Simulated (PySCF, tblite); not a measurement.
# C3H5F3SeSi: geometry, infrared bands and NMR shifts

Wanted: the infrared bands and NMR shifts of C3H5F3SeSi (`C=C([SiH2][SeH])C(F)(F)F`), by calculation.

The runs use tblite 0.8.0 and PySCF 2.14.0, with density-fitted response routines of our own; the level of theory stands in each step. All values are computed, except where a source is named. Atoms are numbered from 0 throughout.

## 1. The molecule as given

13 atoms, charge 0, multiplicity 1; geometry from: force field or distance geometry start.

Bonds of the start (Å): C0–C1 1.34, C1–Si2 1.87, Si2–Se3 2.26, C1–C4 1.50, C4–F5 1.39, C4–F6 1.39, C4–F7 1.37, C0–H8 1.08, C0–H9 1.10, Si2–H10 1.47, Si2–H11 1.47, Se3–H12 1.54.

## 2. Relaxing the molecule with GFN2-xTB

The job: settings as JSON, then the geometry in Å.

```
{"job": {"kind": "relax", "xc": "GFN2-xTB", "basis": "xTB"}, "charge": 0, "multiplicity": 1}
C     -0.632400     0.665800     1.368500
C     -0.383200     0.232600     0.122300
Si     1.329400     0.505200    -0.569700
Se     2.859200    -0.563500     0.707800
C     -1.453900    -0.480800    -0.651400
F     -2.540800     0.364300    -0.828700
F     -0.994200    -0.858300    -1.910700
F     -1.856200    -1.604800     0.029400
H      0.122000     1.176800     1.956500
H     -1.624900     0.522400     1.819400
H      1.607800     1.948400    -0.575900
H      1.412300     0.002000    -1.949300
H      2.150400    -1.909600     0.464000
```

The run is started by

```bash
$ OMP_NUM_THREADS=1 python probes_run.py task.json out
```

The driver reads the jobs from task.json and runs them one after another.

**Question.** This job is followed by: GFN2-xTB harmonic vibrations, gas phase; GIAO PBE0/pcSseg-1 NMR shielding, non-relativistic, gas phase. Predict these results of the whole session: strongest single infrared mode (GFN2-xTB); zero-point energy (GFN2-xTB); 13C shifts against TMS (PBE0/pcSseg-1); 1H shifts against TMS (PBE0/pcSseg-1, means over atoms taken as alike); 29Si shifts against TMS (PBE0/pcSseg-1); 77Se shifts against Me2Se (PBE0/pcSseg-1); 19F shifts against CFCl3 (PBE0/pcSseg-1, means over atoms taken as alike); surface potential, 1st and 99th percentile.

The runs gave:

```
                                                                 quantity                        value
                                strongest single infrared mode (GFN2-xTB)         710 cm⁻¹, 323 km/mol
                                             zero-point energy (GFN2-xTB)                43.1 kcal/mol
                                   13C shifts against TMS (PBE0/pcSseg-1)      144.1, 144.0, 133.8 ppm
   1H shifts against TMS (PBE0/pcSseg-1, means over atoms taken as alike)  7.02, 6.61, 5.32, -0.01 ppm
                                  29Si shifts against TMS (PBE0/pcSseg-1)                    -36.7 ppm
                                77Se shifts against Me2Se (PBE0/pcSseg-1)                     -526 ppm
19F shifts against CFCl3 (PBE0/pcSseg-1, means over atoms taken as alike)                    -79.2 ppm
                                    surface potential, 1st and 99th percentile           -0.59 V and 1.28 V
```

In words: Relaxing lowered the energy by 0.415 eV in 186 steps; the close pair that moved most is Se3–H12, from 1.541 to 1.436 Å. No mode is imaginary among the 33: a minimum at this level. The strongest single mode, at 710 cm⁻¹, is carried by H10, H11, Si2. GFN2-xTB is a fitted tight-binding method: band positions and strengths are rough. Its intensities can rank the bands wrongly. At PBE0/pcSseg-1: The largest span, 580 ppm, is at Se3, where the paramagnetic term is -718 ppm. By nearest atom (PBE0/pcSseg-1), the HOMO sits on Se3 77 %; H12 9 % and the LUMO on C0, C1 about 31 % each; H8, H9 about 9 % each. Spin-orbit coupling is left out, which matters for shieldings and couplings at and beside the heavy atoms.
